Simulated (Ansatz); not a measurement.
# CuF: a single-point run

Wanted: a converged single-point run for CuF, and a check of what comes out. The structure is shown as the input types it. The cell is built on a prototype (NiAs type) and needn't be the phase found in nature.

Method: density functional or hybrid calculation with the settings of its input, plane waves (as first typed), in Ansatz 0.2.0.

**1. The structure to begin with**

The structure is hexagonal, space group P6_3/mmc (No. 194). The conventional cell has a = 2.763 Å, b = 2.763 Å, c = 6.402 Å, α = 90.00°, β = 90.00°, γ = 120.00°. Around Cu (site symmetry -3m) lie 6 F at 2.26 Å. F (site symmetry -6m2) is surrounded by 6 Cu at 2.26 Å.

Coordinates:

```
CELL_PARAMETERS angstrom
2.76254 0.00000 0.00000
-1.38127 2.39243 0.00000
0.00000 0.00000 6.40198
ATOMIC_POSITIONS crystal
Cu 0.00000 0.00000 0.00000
Cu 0.00000 0.00000 0.50000
F 0.33333 0.66667 0.25000
F 0.66667 0.33333 0.75000
```

**2. The run**

Contents of input.yaml:

```yaml
crystal:
  lattice:
    - [2.762536197, 0.0, 0.0]
    - [-1.3812680985, 2.3924265254, 0.0]
    - [0.0, 0.0, 6.4019833364]
  atoms:
    - { symbol: Cu, position: [0.0, 0.0, 0.0] }
    - { symbol: Cu, position: [0.0, 0.0, 0.5] }
    - { symbol: F, position: [0.3333333333, 0.6666666667, 0.25] }
    - { symbol: F, position: [0.6666666667, 0.3333333333, 0.75] }
kpoints:
  mp_grid: { grid: [1, 1, 1] }
hamiltonian:
  xc: pbe
scf:
  occupations: { method: fermi_dirac, width: 0.02 }
  n_extra_bands: 5
output:
  forces: true
  stress: true
  eigenvalues: true
```

Launch:

```bash
ansatz run input.yaml --threads 4 --pin off --max-ram 3686MiB --backend cpu --events-out ev --progress --plain --runs-dir out
```

What happens when this is run?

The program finished normally. It gives a pressure of 23 GPa, which is large; a structure far from rest gives such values too, whatever the setting.

Look at the input: kpoints.mp_grid.grid is [1, 1, 1]. The zone is sampled at a single point, which suits only large cells or molecules.

The test: set kpoints.mp_grid.grid to [9, 9, 4].
